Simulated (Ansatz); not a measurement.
Crystal: SrCd.

```xyz
2
Lattice="4.0030 0.0000 0.0000 0.0000 4.0030 0.0000 0.0000 0.0000 4.0030" Properties=species:S:1:pos:R:3 pbc="T T T"
Cd    0.0000    0.0000    0.0000
Sr    2.0015    2.0015    2.0015
```

* Program: Ansatz 0.2.0
* Task: relaxation of cell and atoms
* Functional: RPBE
* Potentials or basis: all-electron LAPW, scalar-relativistic
* Basis error allowed: 0.001 eV/atom
* k mesh: 7 × 7 × 7
* Occupations: fermi-dirac, width 0.05 eV
* Spin: no spin polarisation

At the start: volume 32.07 Å³/atom.

Q: How do energy, volume and symmetry change on relaxing?

A: Over 5 steps the energy falls by 35.0 meV/atom and the volume is 36.02 Å³/atom (+12.3 %); space group Pm-3m (No. 221, to 0.05 Å).

Step by step:
```csv
step,energy change (eV),largest force (eV/Å),volume (Å³)
1,0.0000,0.0000,64.14
2,-0.0623,0.0000,69.26
3,-0.0698,0.0000,71.58
4,-0.0700,0.0000,72.04
5,-0.0700,0.0000,72.04
```

Final structure:
```xyz
2
Lattice="4.1609 0.0000 0.0000 0.0000 4.1609 0.0000 0.0000 0.0000 4.1609" Properties=species:S:1:pos:R:3 pbc="T T T"
Cd    0.0000    0.0000    0.0000
Sr    2.0804    2.0804    2.0804
```
